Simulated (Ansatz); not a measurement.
**C₄H₁₂GeO₃: a ladder of functionals and wavefunction methods**

An exercise on one series of results from a longer session: the logs are not shown, and one member is left open.

The runs use Ansatz 0.2.0, Gaussian basis; functionals in def2-TZVPP, the program's frozen cores in correlated methods.

Levels to be run: LDA (SPW92), PBE-D4, revPBE-D4, BLYP-D4, r2SCAN-D4, B97M-V, PBE0-D4, B3LYP-D4, r2SCANh-D4, r2SCAN0-D4, HSE06-D4, BHLYP-D4, CAM-B3LYP-D4, LC-ωPBE, ωB97X-V, ωB97M-V, B2PLYP, PBE-QIDH; CCSD(T)/def2-SVP; CCSD(T)/def2-TZVPP; MP2/def2-QZVPP; extrapolation to the limit; RPA on PBE.

### The geometry

An earlier PBE0-D4 in a triple-zeta def2 set relaxation fixed the geometry.

SMILES `CC[O][GeH]([O]C)[O]C`, 20 atoms, charge 0, spin multiplicity 1.

Atoms are counted from 1 here; the program's logs count them from 0.

Bond lengths: C1–C2 1.508 Å, C1–H9 1.092 Å, C1–H10 1.092 Å, C1–H11 1.093 Å, C2–O3 1.422 Å, C2–H12 1.096 Å, C2–H13 1.098 Å, O3–Ge4 1.755 Å, Ge4–O5 1.770 Å, Ge4–O7 1.757 Å, Ge4–H14 1.533 Å, O5–C6 1.409 Å, C6–H15 1.092 Å, C6–H16 1.096 Å, C6–H17 1.098 Å, O7–C8 1.412 Å, C8–H18 1.094 Å, C8–H19 1.092 Å and more. Angles: C2–C1–H9 110.7°, C2–C1–H10 110.5°, C2–C1–H11 110.4°, H9–C1–H10 108.3°, H9–C1–H11 108.5°, H10–C1–H11 108.5°, C1–C2–O3 108.6°, C1–C2–H12 110.5°, C1–C2–H13 110.3°, O3–C2–H12 109.9°, O3–C2–H13 110.3°, H12–C2–H13 107.3°, C2–O3–Ge4 119.5°, O3–Ge4–O5 111.4°, O3–Ge4–O7 107.2°, O3–Ge4–H14 107.2°, O5–Ge4–O7 104.5°, O5–Ge4–H14 111.4° and more.

Set-up of the first run:

Contents of in.yaml:

```yaml
crystal:
  periodic: [false, false, false]
  atoms:
    - {symbol: C, position_ang: [2.132485, -0.234821, -2.460720]}
    - {symbol: C, position_ang: [1.500673, -0.206081, -1.091848]}
    - {symbol: O, position_ang: [0.383150, 0.672075, -1.126615]}
    - {symbol: Ge, position_ang: [-0.648772, 0.815847, 0.285435]}
    - {symbol: O, position_ang: [-1.394548, -0.734719, 0.701208]}
    - {symbol: C, position_ang: [-2.355775, -1.290544, -0.166690]}
    - {symbol: O, position_ang: [0.390491, 1.184491, 1.653892]}
    - {symbol: C, position_ang: [-0.092877, 1.043703, 2.973159]}
    - {symbol: H, position_ang: [1.419869, -0.593063, -3.206556]}
    - {symbol: H, position_ang: [2.458703, 0.765656, -2.751712]}
    - {symbol: H, position_ang: [3.001400, -0.897625, -2.464726]}
    - {symbol: H, position_ang: [2.222517, 0.139383, -0.342853]}
    - {symbol: H, position_ang: [1.182341, -1.214841, -0.798365]}
    - {symbol: H, position_ang: [-1.706674, 1.878650, -0.032623]}
    - {symbol: H, position_ang: [-2.778854, -2.172800, 0.318518]}
    - {symbol: H, position_ang: [-1.913769, -1.599991, -1.120971]}
    - {symbol: H, position_ang: [-3.177235, -0.593659, -0.378905]}
    - {symbol: H, position_ang: [-0.473165, 0.035231, 3.162303]}
    - {symbol: H, position_ang: [0.739450, 1.238274, 3.652685]}
    - {symbol: H, position_ang: [-0.889400, 1.764825, 3.195393]}
basis:
  gaussian: {orbitals: def2-TZVPP}
hamiltonian: {xc: lda}
output: {orbitals: {seedname: orbitals}}
```

Among the steps run: LDA; PBE-D4 (GGA); revPBE-D4 (GGA); BLYP-D4 (GGA); r2SCAN-D4 (meta-GGA); B97M-V (meta-GGA); PBE0-D4 (hybrid); B3LYP-D4 (hybrid); r2SCANh-D4 (hybrid); r2SCAN0-D4 (hybrid); HSE06-D4 (hybrid); BHLYP-D4 (hybrid); CAM-B3LYP-D4 (range-separated); LC-ωPBE (range-separated); ωB97X-V (range-separated); ωB97M-V (range-separated); B2PLYP (double hybrid); PBE-QIDH (double hybrid).

One of the session's tables, all rows but one given; the rest of the session is left out.

It belongs to the step «Frontier levels by functional». 

| functional | HOMO (eV) | LUMO (eV) | gap (eV) |
| --- | --- | --- | --- |
| LDA (SPW92) | -6.48 | -0.49 | 5.99 |
| PBE-D4 | -6.36 | -0.21 | 6.14 |
| revPBE-D4 | -6.30 | -0.08 | 6.21 |
| BLYP-D4 | -6.27 | -0.17 | 6.10 |
| r2SCAN-D4 | -6.68 | 0.21 | 6.89 |
| B97M-V | -6.84 | 0.02 | 6.86 |
| PBE0-D4 | -7.92 | 0.85 | 8.78 |
| B3LYP-D4 | -7.69 | 0.51 | 8.20 |
| r2SCANh-D4 | ? | ? | ? |
| r2SCAN0-D4 | -8.16 | 1.12 | 9.28 |
| HSE06-D4 | -7.52 | 0.48 | 8.00 |
| BHLYP-D4 | -9.46 | 1.73 | 11.19 |
| CAM-B3LYP-D4 | -9.39 | 1.81 | 11.20 |
| LC-ωPBE | -10.71 | 3.16 | 13.88 |
| ωB97X-V | -10.41 | 2.93 | 13.34 |
| ωB97M-V | -10.34 | 2.56 | 12.90 |

Q: Estimate the row for r2SCANh-D4 from the others.

Worked estimate for «HOMO (eV)». Against the share of exact exchange, r2SCAN-D4 (0, -6.68), r2SCAN0-D4 (0.25, -8.16) give a slope of -5.92 per unit share; at 0.1 the line stands at -7.27.

As computed: HOMO (eV): -7.27; LUMO (eV): 0.58; gap (eV): 7.85. In «HOMO (eV)» the line misses by 0.00.
